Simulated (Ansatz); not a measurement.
**C2H5NSn: small, medium and large basis sets**

One table from this session's results is given with a row withheld; the runs are named, their logs left out.

Method: one geometry, several basis sets; program: Ansatz 0.2.0, Gaussian basis.

Levels to be run: PBE0-D4/def2-SVP; ωB97M-V/def2-SVP; PBE0-D4/def2-QZVPP; ωB97M-V/def2-QZVPP; the functionals' def2-TZVPP values are taken from earlier runs.

**The relaxed structure**

The geometry comes from an earlier relaxation with PBE0-D4 in a triple-zeta def2 set; it is a stationary point, not always the lowest conformer. Sn takes the def2 core potential; no spin-orbit term is included.

9 atoms, charge 0, spin multiplicity 1.

Atoms are counted from 1 here; the program's logs count them from 0.

Bond lengths: C1–C2 1.206 Å, C1–H5 1.062 Å, C2–N3 1.332 Å, N3–Sn4 2.045 Å, N3–H6 1.009 Å, Sn4–H7 1.699 Å, Sn4–H8 1.703 Å, Sn4–H9 1.705 Å. Angles: C2–C1–H5 178.6°, C1–C2–N3 176.6°, C2–N3–Sn4 120.4°, C2–N3–H6 115.1°, Sn4–N3–H6 119.1°, N3–Sn4–H7 105.9°, N3–Sn4–H8 103.9°, N3–Sn4–H9 108.8°, H7–Sn4–H8 113.3°, H7–Sn4–H9 111.8°, H8–Sn4–H9 112.5°.

As a file:

```xyz
9
charge 0, multiplicity 1
C     1.00847    2.14007   -0.54697
C     0.87519    0.94200   -0.51617
N     0.65039   -0.37081   -0.47821
Sn   -0.98062   -1.11278    0.50780
H     1.14160    3.19284   -0.59466
H     1.47155   -0.94903   -0.57137
H    -2.33741   -0.51502   -0.32224
H    -0.80253   -2.80175    0.38106
H    -0.93803   -0.57183    2.12376
```

Set-up of the first run:

File in.yaml:

```yaml
crystal:
  periodic: [false, false, false]
  atoms:
    - {symbol: C, position_ang: [1.008467, 2.140073, -0.546973]}
    - {symbol: C, position_ang: [0.875187, 0.942002, -0.516167]}
    - {symbol: N, position_ang: [0.650388, -0.370814, -0.478209]}
    - {symbol: Sn, position_ang: [-0.980618, -1.112777, 0.507805]}
    - {symbol: H, position_ang: [1.141603, 3.192839, -0.594660]}
    - {symbol: H, position_ang: [1.471552, -0.949027, -0.571374]}
    - {symbol: H, position_ang: [-2.337413, -0.515015, -0.322236]}
    - {symbol: H, position_ang: [-0.802531, -2.801748, 0.381057]}
    - {symbol: H, position_ang: [-0.938034, -0.571835, 2.123758]}
basis:
  gaussian: {orbitals: def2-SVP}
hamiltonian: {xc: pbe0, dispersion: d4}
output: {orbitals: {seedname: orbitals}}
```

Started as:

```
$ ansatz run in.yaml --threads 2 --pin off --events-out ev --progress --plain --max-ram 4352MiB
```

Among the steps run: PBE0-D4 in def2-SVP; ωB97M-V in def2-SVP; PBE0-D4 in def2-QZVPP; ωB97M-V in def2-QZVPP.

One table of the session follows, with a row left open; its other results are not shown here.

It belongs to the step «Density functionals: the series». 

| functional | basis | HOMO (eV) |
| --- | --- | --- |
| PBE0-D4 | def2-SVP | ? |
| PBE0-D4 | def2-TZVPP | -6.11 |
| PBE0-D4 | def2-QZVPP | -6.15 |
| ωB97M-V | def2-SVP | -8.13 |
| ωB97M-V | def2-TZVPP | -8.31 |
| ωB97M-V | def2-QZVPP | -8.34 |

Q: Estimate the row for PBE0-D4, def2-SVP from the others.

As computed: HOMO (eV): -5.96. In the column «HOMO (eV)» it is the highest.
